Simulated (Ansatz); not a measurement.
**BF₂H₄NSi: how energies converge with the basis set**

An exercise on one series of results from a longer session: the logs are not shown, and one member is left open.

The runs use Ansatz 0.2.0, Gaussian basis; one geometry, several basis sets.

Levels to be run: PBE0-D4/def2-SVP; ωB97M-V/def2-SVP; PBE0-D4/def2-QZVPP; ωB97M-V/def2-QZVPP; the functionals' def2-TZVPP values are taken from earlier runs.

## The relaxed structure

An earlier PBE0-D4 in a triple-zeta def2 set relaxation fixed the geometry.

9 atoms, charge 0, spin multiplicity 1.

Atoms are counted from 1 here; the program's logs count them from 0.

Bond lengths: F1–B2 1.328 Å, B2–F3 1.330 Å, B2–N4 1.402 Å, N4–Si5 1.745 Å, N4–H6 1.008 Å, Si5–H7 1.484 Å, Si5–H8 1.483 Å, Si5–H9 1.484 Å. Angles: F1–B2–F3 117.4°, F1–B2–N4 122.2°, F3–B2–N4 120.4°, B2–N4–Si5 126.6°, B2–N4–H6 116.0°, Si5–N4–H6 117.4°, N4–Si5–H7 106.3°, N4–Si5–H8 110.8°, N4–Si5–H9 111.1°, H7–Si5–H8 109.9°, H7–Si5–H9 109.7°, H8–Si5–H9 108.9°.

The first run:

in.yaml

```yaml
crystal:
  periodic: [false, false, false]
  atoms:
    - {symbol: F, position_ang: [2.665002, -0.718089, 0.142930]}
    - {symbol: B, position_ang: [1.339313, -0.778213, 0.102778]}
    - {symbol: F, position_ang: [0.778106, -1.981870, 0.176433]}
    - {symbol: N, position_ang: [0.543318, 0.370115, -0.012653]}
    - {symbol: Si, position_ang: [-1.200119, 0.425625, -0.075891]}
    - {symbol: H, position_ang: [1.037082, 1.247948, -0.061247]}
    - {symbol: H, position_ang: [-1.565226, 1.853297, -0.249459]}
    - {symbol: H, position_ang: [-1.711949, -0.369630, -1.218423]}
    - {symbol: H, position_ang: [-1.797029, -0.095482, 1.178433]}
basis:
  gaussian: {orbitals: def2-SVP}
hamiltonian: {xc: pbe0, dispersion: d4}
output: {orbitals: {seedname: orbitals}}
```

Command:

```
$ ansatz run in.yaml --threads 2 --pin off --events-out ev --progress --plain --max-ram 4352MiB
```

Among the steps run: PBE0-D4 in def2-SVP; ωB97M-V in def2-SVP; PBE0-D4 in def2-QZVPP; ωB97M-V in def2-QZVPP.

One of the session's tables, all rows but one given; the rest of the session is left out.

It belongs to the step «Functionals by basis». 

```
functional       basis  HOMO (eV)  LUMO (eV)
   PBE0-D4    def2-SVP      -8.38       0.64
   PBE0-D4  def2-TZVPP      -8.52       0.02
   PBE0-D4  def2-QZVPP      -8.54      -0.13
   ωB97M-V    def2-SVP     -10.65       2.47
   ωB97M-V  def2-TZVPP          ?          ?
   ωB97M-V  def2-QZVPP     -10.84       1.20
```

**Question.** Estimate the row for ωB97M-V, def2-TZVPP.

The run gave: HOMO (eV): -10.81; LUMO (eV): 1.52. In the column «HOMO (eV)» it lies between ωB97M-V, def2-QZVPP (-10.84) and ωB97M-V, def2-SVP (-10.65).
